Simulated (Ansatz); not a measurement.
# BiTe: how the settings move a single-point run

How sensitive is a single-point run of BiTe to its settings? A reference run comes first, then two runs with altered input.

Computed with Ansatz 0.2.0 (reference: DFT, LDA, all-electron LAPW, scalar-relativistic, unless a step's input says otherwise).

## Step 1: The system as given

Symmetry: Fm-3m, No. 225, cubic system. The conventional cell has a = 6.040 Å, b = 6.040 Å, c = 6.040 Å, α = 90.00°, β = 90.00°, γ = 90.00°. Around Bi (site symmetry m-3m) lie 6 Te at 3.02 Å. Te (site symmetry m-3m) is surrounded by 6 Bi at 3.02 Å.

Structure file:

```
Bi Te
1.0
     0.00000    3.02011    3.02011
     3.02011    0.00000    3.02011
     3.02011    3.02011    0.00000
Bi Te
1 1
Direct
  0.00000 0.00000 0.00000
  0.50000 0.50000 0.50000
```

## Step 2: Reference

File input.yaml:

```yaml
crystal:
  lattice:
    - [0.0, 3.0201110436, 3.0201110436]
    - [3.0201110436, 0.0, 3.0201110436]
    - [3.0201110436, 3.0201110436, 0.0]
  atoms:
    - { symbol: Bi, position: [0.0, 0.0, 0.0] }
    - { symbol: Te, position: [0.5, 0.5, 0.5] }
kpoints:
  mp_grid: { grid: [10, 10, 10] }
  band_path:
    path:
      - [0.0, 0.0, 0.0]
      - [0.5, 0.0, 0.5]
      - [0.625, 0.25, 0.625]
      - [0.375, 0.375, 0.75]
      - [0.0, 0.0, 0.0]
      - [0.5, 0.5, 0.5]
      - [0.5, 0.25, 0.75]
      - [0.5, 0.0, 0.5]
    npoints: 6
scf:
  occupations: { method: fermi_dirac, width: 0.05 }
hamiltonian:
  xc: lda
  pseudopotentials: { kind: all_electron, lapw: { basis_error: 0.001 } }
output:
  forces: true
  stress: true
  eigenvalues: true
  populations: true
```

Started as:

```console
$ ansatz run input.yaml --threads 1 --pin off --max-ram 2048MiB --backend cpu --events-out ev --progress --plain --runs-dir out
```

## Step 3: Changing settings: occupations.method cold, occupations.width 0.005, n_extra_bands 32

input.yaml, as its differences from that of step 2:

```diff
@@ -22,3 +22,4 @@
 scf:
-  occupations: { method: fermi_dirac, width: 0.05 }
+  occupations: { method: cold, width: 0.005 }
+  n_extra_bands: 32
 hamiltonian:
```

## Step 4: Variant: mp_grid.grid [7, 7, 7]

input.yaml, as its differences from that of step 2:

```diff
@@ -9,3 +9,3 @@
 kpoints:
-  mp_grid: { grid: [10, 10, 10] }
+  mp_grid: { grid: [7, 7, 7] }
   band_path:
```

Q: Predict the outcome of this session. Wanted: for each run, ending; energy change; pressure; gap; force.

As calculated:

```
                                                                  run     ending        energy change  pressure (GPa)  gap (eV)  force (eV/Å)  cycles  time
                                                            reference  converged                    0            12.1      0.00          0.00       7  20 s
1: occupations.method cold, occupations.width 0.005, n_extra_bands 32  converged  +0.7 meV/atom (σ→0)            12.0      0.00          0.00       8  38 s
                                            2: mp_grid.grid [7, 7, 7]  converged       +14.5 meV/atom            12.1      0.00          0.00       6  12 s
```

Residual by cycle in the longest SCF loop of each run; runs are numbered as in the table. The quantity is the density residual dr2, in eV.

```
cycle  reference    run 1    run 2
    1     0.0718   0.0709   0.0736
    2    0.00147    0.025  0.00477
    3     3.7e-5  0.00464   2.6e-4
    4     1.7e-5  0.00259   5.1e-5
    5     2.1e-6   5.8e-4   2.1e-6
    6     2.5e-7   4.4e-6   8.1e-8
    7     1.8e-8   6.5e-7        -
    8          -   4.1e-8        -
```

**Reading.** Semilocal functionals close small gaps, so the missing gap need not be the real solid's. Of the variants the dearest is «occupations.method cold, occupations.width 0.005, n_extra_bands 32» (38 s), the cheapest «mp_grid.grid [7, 7, 7]» (12 s), on a shared host. The structure is not at rest: the sound run finds 12 GPa, so these are no properties of the relaxed crystal. 
